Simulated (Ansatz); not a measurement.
This script for Ansatz's Python interface starts 8 runs on FGeH₅OSi, SMILES [F][GeH2][O][SiH3]. What input does the engine get in each?

Script `scan_fgeh5osi.py`:
```python
"""Stretching a bond of FGeH5OSi, the rest held rigid."""

import warnings

import ansatz
from ase import Atoms
import numpy as np

warnings.simplefilter("ignore", ansatz.DeckWarning)

atoms = Atoms(["F", "Ge", "O", "Si", "H", "H", "H", "H", "H"], positions=[
    (-0.5821, 2.1308, -1.9785),
    (-0.5812, 0.7005, -1.036),
    (0.6665, 0.8563, 0.1989),
    (0.7395, -0.6168, 1.0792),
    (-0.2635, -0.5005, -1.9889),
    (-1.9577, 0.5069, -0.361),
    (1.7171, -0.5884, 2.1402),
    (-0.6124, -0.7993, 1.7065),
    (0.9622, -1.7357, 0.2226),
])
molecule = ansatz.Crystal.molecule_from_ase(atoms)

symbols = [site.symbol for site in molecule.cartesian_sites]
start = np.array([site.position_ang for site in molecule.cartesian_sites])
axis = (start[0] - start[1]) / np.linalg.norm(start[0] - start[1])
moving = [0]
lengths, energies = [1.507, 1.576, 1.644, 1.713, 1.781, 1.85, 1.918, 2.021], []
for length in lengths:
    xyz = start.copy()
    xyz[moving] += (length - np.linalg.norm(start[0] - start[1])) * axis
    point = ansatz.Crystal.molecule()
    for symbol, place in zip(symbols, xyz):
        point = point.atom(symbol, place.tolist())
    model = point.calculation().basis(gaussian="def2-SVP").functional("r2scan", dispersion="d3bj")
    report = model.run(threads=1).report
    energies.append(report["free_energy_ev"])
    print(f"r = {length:6.3f} A  E = {energies[-1]:.5f} eV  <S^2> = {abs(report['mean_field']['state']['spin_squared']):.3f}")

# quartic fit about the minimum
fit = np.polynomial.Polynomial.fit(lengths, np.array(energies) - min(energies), 4).convert()
roots = [r.real for r in fit.deriv().roots() if abs(r.imag) < 1e-9 and fit.deriv(2)(r.real) > 0]
r_e = min(roots, key=lambda r: abs(r - lengths[int(np.argmin(energies))]))
print(f"minimum of the fit at {r_e:.4f} A, force constant {fit.deriv(2)(r_e):.2f} eV/A^2")
```

Run 1:
```yaml
crystal:
  periodic: [false, false, false]
  atoms:
    - { symbol: F, position_ang: [-0.5819918098231073, 1.958861766656026, -1.8652008425318496] }
    - { symbol: Ge, position_ang: [-0.5812, 0.7005, -1.036] }
    - { symbol: O, position_ang: [0.6665, 0.8563, 0.1989] }
    - { symbol: Si, position_ang: [0.7395, -0.6168, 1.0792] }
    - { symbol: H, position_ang: [-0.2635, -0.5005, -1.9889] }
    - { symbol: H, position_ang: [-1.9577, 0.5069, -0.361] }
    - { symbol: H, position_ang: [1.7171, -0.5884, 2.1402] }
    - { symbol: H, position_ang: [-0.6124, -0.7993, 1.7065] }
    - { symbol: H, position_ang: [0.9622, -1.7357, 0.2226] }
basis:
  gaussian:
    orbitals: def2-SVP
hamiltonian:
  xc: r2scan
  dispersion: d3bj
```

Run 2, against run 1:
```diff
-    - { symbol: F, position_ang: [-0.5819918098231073, 1.958861766656026, -1.8652008425318496] }
+    - { symbol: F, position_ang: [-0.5820280638893278, 2.0164775343396797, -1.9031669063239516] }
```

Run 3, against run 1:
```diff
-    - { symbol: F, position_ang: [-0.5819918098231073, 1.958861766656026, -1.8652008425318496] }
+    - { symbol: F, position_ang: [-0.5820637925342989, 2.0732582908974826, -1.9405827373074722] }
```

Run 4, against run 1:
```diff
-    - { symbol: F, position_ang: [-0.5819918098231073, 1.958861766656026, -1.8652008425318496] }
+    - { symbol: F, position_ang: [-0.5821000466005194, 2.1308740585811363, -1.9785488010995744] }
```

Run 5, against run 1:
```diff
-    - { symbol: F, position_ang: [-0.5819918098231073, 1.958861766656026, -1.8652008425318496] }
+    - { symbol: F, position_ang: [-0.5821357752454904, 2.1876548151389397, -2.015964632083095] }
```

Run 6, against run 1:
```diff
-    - { symbol: F, position_ang: [-0.5819918098231073, 1.958861766656026, -1.8652008425318496] }
+    - { symbol: F, position_ang: [-0.582172029311711, 2.2452705828225934, -2.053930695875197] }
```

Run 7, against run 1:
```diff
-    - { symbol: F, position_ang: [-0.5819918098231073, 1.958861766656026, -1.8652008425318496] }
+    - { symbol: F, position_ang: [-0.582207757956682, 2.3020513393803967, -2.0913465268587177] }
```

Run 8, against run 1:
```diff
-    - { symbol: F, position_ang: [-0.5819918098231073, 1.958861766656026, -1.8652008425318496] }
+    - { symbol: F, position_ang: [-0.5822618763453881, 2.388057485342952, -2.14802050614258] }
```

```console
$ python scan_fgeh5osi.py
r =  1.507 A  E = -69225.49748 eV  <S^2> = 0.000
r =  1.576 A  E = -69226.16910 eV  <S^2> = 0.000
r =  1.644 A  E = -69226.51467 eV  <S^2> = 0.000
r =  1.713 A  E = -69226.64023 eV  <S^2> = 0.000
r =  1.781 A  E = -69226.60907 eV  <S^2> = 0.000
r =  1.850 A  E = -69226.46899 eV  <S^2> = 0.000
r =  1.918 A  E = -69226.25835 eV  <S^2> = 0.000
r =  2.021 A  E = -69225.85537 eV  <S^2> = 0.000
minimum of the fit at 1.7288 A, force constant 30.51 eV/A^2
```

Notes:
- Total energies depend on the basis set; only differences at equal settings carry meaning.
- The rest of the molecule is held rigid at a force-field or estimated start geometry, and the basis set is modest; single-reference methods fail as a bond breaks.
- The orbitals are restricted, so S² is zero by construction.
- A dispersion term here runs with damping parameters fitted for another variant or functional.
- The script silences the warnings on its input, which a real study should read.
- Wall time of the script: 59 s on 1 thread of Arm Neoverse V1, with other jobs on the host, peak memory 0.23 GiB.
